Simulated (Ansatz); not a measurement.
# triplet CH5FOSn at 4 levels

We compute a comparison of 4 runs (U-wB97M-V/def2-SVP, USVWN5/def2-SVP, RPA@PBE0/def2-SVP, UMP2/def2-SVP) of triplet CH5FOSn. 

Program for the calculation: Ansatz 0.2.0.

97 further runs of the same task are left out: 97 set aside as unsound or not needed. Runs told in other sessions of the task aren't counted.

## (1) Starting point

The species is CH5FOSn (9 atoms), meant as a triplet with charge 0. As SMILES of the parent species, `C[O][SnH2][F]`. The shape is that of a PBE0-D4/def2-TZVP optimisation. This is one conformer, not always the lowest. That shape belongs to the parent species and isn't relaxed for this state.

Bond lengths: C1–O2 1.409 Å, O2–Sn3 1.945 Å, Sn3–F4 1.923 Å, C1–H5 1.093 Å, C1–H6 1.099 Å, C1–H7 1.096 Å, Sn3–H8 1.701 Å, Sn3–H9 1.692 Å. Some angles: C1–O2–Sn3 120.6°, O2–Sn3–F4 105.1°, O2–C1–H5 108.0°, O2–C1–H6 112.6°, O2–C1–H7 111.9°, O2–Sn3–H8 110.5°, O2–Sn3–H9 106.7°, F4–Sn3–H8 104.5°, F4–Sn3–H9 107.3°, H5–C1–H6 107.7°.

## (2) A single-point energy at U-wB97M-V/def2-SVP (core potential) (run 1)

run.yaml reads:

```yaml
crystal:
  periodic: [false, false, false]
  atoms:
    - symbol: C
      position_ang: [0.518500, 1.372900, 0.070100]
    - symbol: O
      position_ang: [0.868000, 0.081800, -0.373800]
    - symbol: Sn
      position_ang: [-0.399500, -1.388400, -0.243800]
    - symbol: F
      position_ang: [-0.697400, -1.629400, 1.640500]
    - symbol: H
      position_ang: [1.313300, 2.060500, -0.231100]
    - symbol: H
      position_ang: [-0.420600, 1.731700, -0.373400]
    - symbol: H
      position_ang: [0.422100, 1.418200, 1.160900]
    - symbol: H
      position_ang: [-1.916000, -0.924300, -0.859900]
    - symbol: H
      position_ang: [0.399900, -2.769100, -0.806400]
basis:
  gaussian:
    orbitals: def2-SVP
magnetization:
  spin_polarized: true
  initial_magnetization: 2
hamiltonian:
  xc: {name: wB97M-V}
accuracy: high
output: {orbitals: {seedname: orbitals}}
```

Run with:

```sh
$ ansatz run run.yaml --threads 1 --pin off --max-ram 3480MiB --events-out events.jsonl --progress --plain --runs-dir runs
```

What it wrote, cut to the lines that bear on the results:

```text
Warning: RAYON_NUM_THREADS=1 ignored (pool sized by the plan → 1); use --threads N
Functional definition: wB97M-V
  name "wB97M-V"
[...]
  gx(w, u) = 1 - cx + cx01*u + cx10*w
  gss(w, u) = css00 + css04*u^4 + css10*w + css20*w^2 + css43*w^4*u^3
  gos(w, u) = cos00 + cos10*w + (cos20 + cos21*u)*w^2 + (cos60 + cos61*u)*w^6
[...]
      + integral(e_c_pw_mod_opposite_spin*gos(b97_w_opposite, b97_u_opposite)) + vv10(b, c)
2253 factors; integrals over basis functions are off by at most 3.4e-9 eV
394 factors; integrals over basis functions are off by at most 1.8e-9 eV
[...]
mean field -11699.58952527 eV, -429.9519847870 hartree, gradient 8.4e-8 eV, S^2 2.005501; 4 other end points of the search recorded, 0 dependent functions left out
reference -11699.58953014 eV, -429.9519849661 hartree; 26, 24 occupied and 67, 69 virtual orbitals, 2253 factors
Total energy: -11699.58953014 eV, -429.9519849661 hartree
```

Run time: 6 min. Hardware: 1 thread of Arm Neoverse V2, shared host; peak memory 1.2 GiB.

## (3) The energy at USVWN5/def2-SVP (core potential) (run 2)

job.yaml reads:

```yaml
crystal:
  periodic: [false, false, false]
  atoms:
    - {symbol: C, position_ang: [0.518500, 1.372900, 0.070100]}
    - {symbol: O, position_ang: [0.868000, 0.081800, -0.373800]}
    - {symbol: Sn, position_ang: [-0.399500, -1.388400, -0.243800]}
    - {symbol: F, position_ang: [-0.697400, -1.629400, 1.640500]}
    - {symbol: H, position_ang: [1.313300, 2.060500, -0.231100]}
    - {symbol: H, position_ang: [-0.420600, 1.731700, -0.373400]}
    - {symbol: H, position_ang: [0.422100, 1.418200, 1.160900]}
    - {symbol: H, position_ang: [-1.916000, -0.924300, -0.859900]}
    - {symbol: H, position_ang: [0.399900, -2.769100, -0.806400]}
basis:
  gaussian: {orbitals: def2-SVP}
magnetization: {spin_polarized: true, initial_magnetization: 2}
hamiltonian: {xc: {name: SVWN5}}
accuracy: high
output: {orbitals: {seedname: orbitals}}
```

Run with:

```sh
$ ansatz run job.yaml --threads 1 --pin off --max-ram 3480MiB --events-out events.jsonl --progress --plain --runs-dir runs
```

What it wrote:

```text
Warning: RAYON_NUM_THREADS=1 ignored (pool sized by the plan → 1); use --threads N
Functional definition: SVWN5
  name "SVWN5"
  exchange = slater_x
  correlation = vwn5_c
2253 factors; integrals over basis functions are off by at most 3.4e-9 eV
mean field evaluation 1: about -11640.0709 eV, gradient 5.0e1 eV
mean field evaluation 2: about -11470.5519 eV, gradient 1.6e2 eV
mean field evaluation 4: about -11641.7452 eV, gradient 4.7e1 eV
mean field evaluation 8: about -11651.9234 eV, gradient 5.6e0 eV
mean field evaluation 16: about -11652.1659 eV, gradient 9.0e-2 eV
mean field evaluation 32: about -11652.1659 eV, gradient 2.5e-8 eV
mean field evaluation 64: about -11652.0731 eV, gradient 1.5e0 eV
mean field evaluation 96: about -11651.3293 eV, gradient 3.7e0 eV
mean field -11652.16594595 eV, -428.2092003919 hartree, gradient 2.5e-8 eV, S^2 2.003818; 10 other end points of the search recorded, 0 dependent functions left out
reference -11652.16594978 eV, -428.2092005327 hartree; 26, 24 occupied and 67, 69 virtual orbitals, 2253 factors
Total energy: -11652.16594978 eV, -428.2092005327 hartree
```

Run time: 16 s. Hardware: 1 thread of Arm Neoverse V2, shared host; peak memory 0.31 GiB.

Run 3 isn't shown in full; the table further down has it.

## (4) A single-point energy at UMP2/def2-SVP (core potential) (run 4)

in.yaml reads:

```yaml
basis:
  gaussian:
    orbitals: def2-SVP
crystal:
  periodic: [false, false, false]
  atoms:
    - {symbol: C, position_ang: [0.518500, 1.372900, 0.070100]}
    - {symbol: O, position_ang: [0.868000, 0.081800, -0.373800]}
    - {symbol: Sn, position_ang: [-0.399500, -1.388400, -0.243800]}
    - {symbol: F, position_ang: [-0.697400, -1.629400, 1.640500]}
    - {symbol: H, position_ang: [1.313300, 2.060500, -0.231100]}
    - {symbol: H, position_ang: [-0.420600, 1.731700, -0.373400]}
    - {symbol: H, position_ang: [0.422100, 1.418200, 1.160900]}
    - {symbol: H, position_ang: [-1.916000, -0.924300, -0.859900]}
    - {symbol: H, position_ang: [0.399900, -2.769100, -0.806400]}
total_charge: 0
magnetization:
  spin_polarized: true
  initial_magnetization: 2
correlation:
  method: mp2
  frozen_orbitals: {C: 1, F: 1, H: 0, O: 1, Sn: 4}
accuracy: high
```

Run with:

```sh
$ ansatz run in.yaml --threads 1 --pin off --max-ram 3480MiB --events-out events.jsonl --progress --plain --runs-dir runs
```

What it wrote, cut to the lines that bear on the results:

```text
Warning: RAYON_NUM_THREADS=1 ignored (pool sized by the plan → 1); use --threads N
Functional definition: HF
  name "HF"
[...]
2253 factors; integrals over basis functions are off by at most 3.4e-9 eV
[...]
mean field -11647.78395735 eV, -428.0481652811 hartree, gradient 2.5e-8 eV, S^2 2.011745; 9 other end points of the search recorded, 0 dependent functions left out
7 core orbitals not correlated: weight in the atoms' cores, before any rotation towards them, 1.000 or more for the frozen orbitals, at most 0.000 for the correlated occupied ones
reference -11647.78395735 eV, -428.0481652811 hartree; 19, 17 occupied and 67, 69 virtual orbitals, 2253 factors
second order -16.21455594 eV of doubles, -0.00000000 eV of singles
Total energy: -11663.99851329 eV, -428.6440392212 hartree
```

Wall time 21 s (1 thread of Arm Neoverse V2, shared host); peak memory 0.55 GiB.

## (5) The series

```tsv
run	level	frozen core orbitals	energy (Eh)	⟨S²⟩	wall time
1	U-wB97M-V/def2-SVP (core potential)	–	-429.951985	2.006	6 min
2	USVWN5/def2-SVP (core potential)	–	-428.209201	2.004	16 s
3	RPA@PBE0/def2-SVP (core potential)	7	-428.913128	2.006	61 s
4	UMP2/def2-SVP (core potential)	7	-428.644039	2.012	21 s
```

## (6) Results

| quantity | value |
| --- | --- |
| run 4: total energy | -428.64404 Eh |
| run 4: correlation energy (7 core orbitals frozen) | -595.9 mEh |
| run 4: ⟨S²⟩ of the reference determinant | 2.012 |

Totals of different functionals can't be ranked against each other. All runs together took 7.6 min, the longest 6 min.
